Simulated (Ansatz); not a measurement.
# Cl2H2OSn: the cost of one run

All numbers below are computed with Ansatz 0.2.0 (RKS CAM-B3LYP-D4/def2-SVP).

**1. The starting structure**

Bond lengths: Sn1–H2 1.940 Å, Sn1–Cl3 2.610 Å, Sn1–O4 1.959 Å, O4–H5 1.010 Å, Sn1–Cl6 2.408 Å. Angles: H2–Sn1–Cl3 45.6°, H2–Sn1–O4 121.2°, H2–Sn1–Cl6 121.2°, Cl3–Sn1–O4 123.0°, Cl3–Sn1–Cl6 123.0°, O4–Sn1–Cl6 109.5°, Sn1–O4–H5 109.5°.

Structure file:

```xyz
6

Sn    0.0000    0.0000    0.0000
H     0.9230    0.0000    1.7063
Cl    2.5085    0.0000    0.7209
O    -0.9232    1.5994   -0.6527
H    -1.8810    1.3686   -0.8751
Cl   -1.1351   -1.9666   -0.8025
```

**2. A restrained relaxation towards end A**

Springs on the bonds that form and break draw the guess towards this end; the thresholds are loose.

input.yaml reads:

```yaml
crystal:
  periodic: [false, false, false]
  atoms:
    - { symbol: Sn, position_ang: [0.0, 0.0, 0.0] }
    - { symbol: H, position_ang: [0.923, 0.0, 1.7063] }
    - { symbol: Cl, position_ang: [2.5085, 0.0, 0.7209] }
    - { symbol: O, position_ang: [-0.9232, 1.5994, -0.6527] }
    - { symbol: H, position_ang: [-1.881, 1.3686, -0.8751] }
    - { symbol: Cl, position_ang: [-1.1351, -1.9666, -0.8025] }
basis:
  gaussian: { orbitals: def2-SVP }
hamiltonian:
  xc: cam_b3lyp
  dispersion: d4
relax:
  f_tol: 0.15
  max_steps: 25
  restrain:
    - { distance: [1, 2], at: 2.57, k: 30.0 }
    - { distance: [0, 1], at: 1.74, k: 30.0 }
    - { distance: [0, 2], at: 2.41, k: 30.0 }
```

Launch:

```console
$ ansatz run input.yaml --threads 2 --pin off --max-ram 3072MiB --backend cpu --events-out ev --progress --plain --runs-dir out
```

Q: Estimate wall time and peak memory on 2 threads of Arm Neoverse V1, shared host.

About 30 s, with a peak of 0.22 GiB.
